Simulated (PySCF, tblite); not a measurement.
# C5H11GeOP: geometry, infrared bands and NMR shifts

What infrared bands and NMR shifts should C5H11GeOP (`COC1=CCC[P]1[GeH3]`) show?

The runs use tblite 0.8.0 and PySCF 2.14.0, with density-fitted response routines of our own; the level of theory stands in each step. All values are computed, except where a source is named. Atoms are numbered from 0 throughout.

**1. The molecule as given**

19 atoms, charge 0, multiplicity 1; geometry from: force field or distance geometry start.

Bonds of the start (Å): C0–O1 1.40, O1–C2 1.38, C2–C3 1.33, C3–C4 1.45, C4–C5 1.49, C5–P6 1.89, P6–Ge7 2.28, P6–C2 1.86, C0–H8 1.11, C0–H9 1.12, C0–H10 1.11, C3–H11 1.11, C4–H12 1.12, C4–H13 1.13, C5–H14 1.11, C5–H15 1.09, Ge7–H16 1.57, Ge7–H17 1.56, Ge7–H18 1.54.

**2. Optimising the geometry with GFN2-xTB**

Job settings and geometry (Å):

```
{"job": {"kind": "relax", "xc": "GFN2-xTB", "basis": "xTB"}, "charge": 0, "multiplicity": 1}
C     -2.752900    -1.297700     0.761200
O     -1.485100    -1.074600     1.310300
C     -0.633000    -0.156100     0.733000
C     -0.909400     0.695900    -0.249300
C      0.177400     1.556200    -0.663200
C      1.177100     1.824500     0.406100
P      1.138200     0.116000     1.212600
Ge     2.509300    -1.337400     0.109800
H     -3.271200    -2.069300     1.371800
H     -2.582100    -1.678300    -0.278400
H     -3.281300    -0.319400     0.749400
H     -1.919400     0.720300    -0.699000
H     -0.271700     2.496400    -1.074400
H      0.715200     1.044400    -1.512900
H      0.839500     2.553200     1.177200
H      2.203800     2.000900     0.090500
H      1.988000    -1.601800    -1.342700
H      2.412200    -2.697000     0.867900
H      3.935800    -0.767000     0.053000
```

Command:

```
$ OMP_NUM_THREADS=1 python probes_run.py task.json out
```

This one command runs all jobs of the session in turn.

**Question.** This job is followed by: GFN2-xTB harmonic vibrations, gas phase; GIAO PBE0/pcSseg-1 NMR shielding, non-relativistic, gas phase. What will the session give for the following? strongest single infrared mode (GFN2-xTB); zero-point energy (GFN2-xTB); 13C shifts against TMS (PBE0/pcSseg-1); 1H shifts against TMS (PBE0/pcSseg-1, means over atoms taken as alike); 17O shifts against H2O (PBE0/pcSseg-1); 31P shifts against H3PO4 (PBE0/pcSseg-1); 73Ge shifts against GeMe4 (PBE0/pcSseg-1); surface potential, 1st and 99th percentile.

The runs gave:

| quantity | value |
| --- | --- |
| strongest single infrared mode (GFN2-xTB) | 763 cm⁻¹, 789 km/mol |
| zero-point energy (GFN2-xTB) | 88.3 kcal/mol |
| 13C shifts against TMS (PBE0/pcSseg-1) | 173.1, 104.8, 58.5, 36.2, 25.9 ppm |
| 1H shifts against TMS (PBE0/pcSseg-1, means over atoms taken as alike) | 4.81, 3.75, 3.74, 2.83, 2.11 ppm |
| 17O shifts against H2O (PBE0/pcSseg-1) | 114.4 ppm |
| 31P shifts against H3PO4 (PBE0/pcSseg-1) | -91.6 ppm |
| 73Ge shifts against GeMe4 (PBE0/pcSseg-1) | -251 ppm |
| surface potential, 1st and 99th percentile | -1.11 V and 0.92 V |

In words: Over 87 steps the energy fell by 0.958 eV; of the close pairs, Ge7–H17 changed most, 1.560 to 1.501 Å. No mode is imaginary among the 51: a minimum at this level. The strongest single mode, at 763 cm⁻¹, has its largest shares on H18, H17 and H16 (the list is cut at 3 atoms). Unscaled tight-binding wavenumbers are off by several per cent, some by more. Its intensities can rank the bands wrongly. The most deshielded carbon is C2 (alkene carbon bearing oxygen), at 173.1 ppm: an sp2 carbon further deshielded by the attached heteroatom. At PBE0/pcSseg-1: The widest tensor belongs to Ge7: span 251 ppm, with a paramagnetic part of -1174 ppm. Spin-orbit coupling is left out, which matters for shieldings and couplings at and beside the heavy atoms.
